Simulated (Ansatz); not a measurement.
AlClH₅NOSi, SMILES [NH2][Al]([OH])[SiH2]Cl: vertical spin-state energies, run with the Python package of Ansatz (0.2.0).

`spin.py`
```python
"""Gap between spin states of AlClH5NOSi at one geometry."""

import ansatz as az

config = {
    "basis_set": "def2-SVP",
    "functional": "r2scan",
}

GEOMETRY = """
N    -1.61860   -1.26520   -0.50120
Al   -0.05590   -0.69040    0.35590
O     0.82200   -1.87390    1.40610
Si    0.85100    1.50970    0.04950
Cl   -0.50980    2.54540   -1.23420
H    -2.40770   -0.53420   -0.20910
H    -1.49450   -1.06550   -1.53190
H     1.52140   -2.31140    0.79640
H     0.85580    2.19730    1.39620
H     2.11940    1.43700   -0.52480
"""

system = az.Crystal.molecule()
for line in GEOMETRY.strip().splitlines():
    symbol, *xyz = line.split()
    system = system.atom(symbol, [float(v) for v in xyz])

calc = system.calculation().basis(gaussian=config["basis_set"]).functional(config["functional"])
found = {}
for unpaired in [0, 2]:
    r = calc.spin("collinear", total=unpaired).run(threads=1).report
    s = unpaired / 2
    found[unpaired] = r["free_energy_ev"]
    print(f"2S+1 = {unpaired + 1}: E = {found[unpaired]:.5f} eV, <S^2> = {abs(r['mean_field']['state']['spin_squared']):.3f} (pure state {s * (s + 1):.2f})")
lowest = min(found, key=found.get)
for unpaired, e in found.items():
    print(f"multiplicity {unpaired + 1}: {23.060548 * (e - found[lowest]):.1f} kcal/mol above the lowest")
```

Which spin state is lowest at this geometry, and how far above lie the others?

In order: multiplicity 1 (+0.00 eV) and multiplicity 3 (+3.47 eV), all at the one geometry.

The run itself:

```console
$ python spin.py
2S+1 = 1: E = -30602.90790 eV, <S^2> = 0.000 (pure state 0.00)
2S+1 = 3: E = -30599.43441 eV, <S^2> = 2.006 (pure state 2.00)
multiplicity 1: 0.0 kcal/mol above the lowest
multiplicity 3: 80.1 kcal/mol above the lowest
```

Notes:
- Total energies depend on the basis set; only differences at equal settings carry meaning.
- The geometry is a force-field or estimated start, not a minimum of this method, and the basis set is short of its limit. All parts are taken at fixed geometry, without zero-point energy.
- It ran for 28 s on 1 thread of Intel(R) Xeon(R) Platinum 8375C CPU @ 2.90GHz (Ice Lake), on a shared host, peak memory 0.32 GiB.
